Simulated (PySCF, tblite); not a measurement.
# C4H9FNS radical: geometry, infrared bands and EPR parameters

Wanted: the infrared bands and EPR parameters of C4H9FNS radical (`C[C@H](CF)[C](N)S`), by calculation.

The runs use tblite 0.8.0 and PySCF 2.14.0, with density-fitted response routines of our own; the level of theory stands in each step. All values are computed, except where a source is named. Atoms are numbered from 0 throughout.

**1. Starting geometry**

16 atoms, charge 0, multiplicity 2; geometry from: force field or distance geometry start.

Bonds of the start (Å): C0–C1 1.52, C1–C2 1.53, C2–F3 1.35, C1–C4 1.52, C4–N5 1.45, C4–S6 1.73, C0–H7 1.10, C0–H8 1.10, C0–H9 1.10, C1–H10 1.09, C2–H11 1.09, C2–H12 1.10, N5–H13 1.03, N5–H14 1.02, S6–H15 1.35.

**2. Relaxing the molecule with GFN2-xTB**

Job settings and geometry (Å):

```
{"job": {"kind": "relax", "xc": "GFN2-xTB", "basis": "xTB"}, "charge": 0, "multiplicity": 2}
C     -1.493100     0.728500     0.393100
C     -0.398100     0.285900    -0.570100
C     -0.627000    -1.152100    -1.041800
F     -0.675800    -1.995700     0.006900
C      0.967200     0.414100     0.086300
N      1.312000    -0.276900     1.317900
S      2.186900     1.409100    -0.634100
H     -1.330800     1.766500     0.732300
H     -1.556100     0.090400     1.284000
H     -2.480100     0.694400    -0.101300
H     -0.445100     0.931900    -1.444000
H      0.153000    -1.490300    -1.718000
H     -1.598500    -1.228000    -1.559800
H      2.285400    -0.602600     1.308200
H      0.718800    -1.086700     1.470000
H      2.973800     1.520300     0.459000
```

On the command line:

```sh
OMP_NUM_THREADS=1 python probes_run.py task.json out
```

One launch serves the whole session: the jobs run in the order shown.

**Question.** This job is followed by: GFN2-xTB harmonic vibrations, gas phase; UKS B3LYP, pcH-1 on C F H N S, non-relativistic, mean-field spin-orbit, GIAO. What will the session give for the following? strongest single infrared mode (GFN2-xTB); zero-point energy (GFN2-xTB); g(iso) (B3LYP); ⟨S²⟩; largest a(iso) (averaged by class); surface potential, 1st and 99th percentile.

The runs gave:

| quantity | value |
| --- | --- |
| strongest single infrared mode (GFN2-xTB) | 643 cm⁻¹, 303 km/mol |
| zero-point energy (GFN2-xTB) | 78.0 kcal/mol |
| g(iso) (B3LYP) | 2.00255 |
| ⟨S²⟩ | 0.754 (exact 0.75) |
| largest a(iso) (averaged by class) | 13C on C4, 216.7 MHz |
| surface potential, 1st and 99th percentile | -1.09 V and 1.69 V |

Over 87 steps the energy fell by 0.235 eV; of the close pairs, C4–N5 changed most, 1.454 to 1.377 Å. No mode is imaginary among the 42: a minimum at this level. The strongest single mode, at 643 cm⁻¹, moves mainly H14 and H13. Unscaled tight-binding wavenumbers are off by several per cent, some by more. Its intensities can rank the bands wrongly. C4 carries the largest spin population, 0.74 e. The isotropic g lies 0.2 ppt above the free-electron value.
